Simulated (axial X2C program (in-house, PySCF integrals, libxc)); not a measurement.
**Linear BeCN⁻ at several levels**

The task here is to estimate one member of a computed series from the others.

The runs use an in-house X2C program for linear molecules on PySCF integrals; all-electron X2C, two-component (2c) or spin-free, Be dyall-v3z, C dyall-v3z, N dyall-av3z.

All values are calculated.

2 further runs of the same task are left out: 2 set aside as unsound or not needed.

The first run:

task.json

```json
{
 "zs": [
  4,
  6,
  7
 ],
 "q": -1,
 "bas": [
  "dyall-v3z",
  "dyall-v3z",
  "dyall-av3z"
 ],
 "r0": [
  1.72,
  1.16
 ],
 "symm": 0,
 "scan": [
  "PBE0",
  "HF",
  "BHandHLYP"
 ],
 "levels": [
  "PBE0",
  "HF",
  "B3LYP"
 ],
 "nst": 2
}
```

Keys: zs atomic numbers; q charge; bas basis sets; r0 starting distance in Å; symm equal bonds; scan levels of the two-bond scan (MP2 follows by itself at each HF point); levels methods; nst determinants followed.

Run with:

```sh
python solin.py task.json out
```

Masses Be 9.012, C 12.000, N 14.003 u.

Steps of the session up to this table: Scan at PBE0, 2c; Scan at HF, 2c; Scan at BHandHLYP, 2c.

One of the session's tables, all rows but one given; the rest of the session is left out.

```
               level  r(Be–C) (Å)  r(C–N) (Å)  lower stretch (cm⁻¹)  upper stretch (cm⁻¹)
            PBE0, 2c        1.796       1.159                 573.3                2263.9
              HF, 2c        1.807       1.138                 588.3                2437.9
       BHandHLYP, 2c        1.785       1.146                 590.2                2344.1
             MP2, 2c        1.804       1.181                 571.4                2067.1
     PBE0, spin-free        1.795       1.159                 573.5                2264.2
       HF, spin-free        1.807       1.138                 588.5                2438.2
BHandHLYP, spin-free        1.785       1.146                 590.3                2344.3
      MP2, spin-free            ?           ?                     ?                     ?
```

Q: Estimate the row for MP2, spin-free from the others.

The run gave: r(Be–C) (Å): 1.804; r(C–N) (Å): 1.180; lower stretch (cm⁻¹): 571.6; upper stretch (cm⁻¹): 2067.4.

Scans not shown above were run alike.

In words: Over the levels the Be–C bond spans 1.785 to 1.807 Å and the C–N bond 1.138 to 1.181 Å. At PBE0 spin–orbit coupling leaves both bonds unchanged to 0.001 Å. Each state is one determinant, the lowest of a limited PBE0 search; the stretches come from a fit to few points and are good to some per cent at best. MP2 freezes inner shells (threshold -2 hartree). For an anion the highest level of a functional can be positive, and the basis then holds the extra electron. The molecule was held linear; bending was not examined, so a bent shape may lie lower.
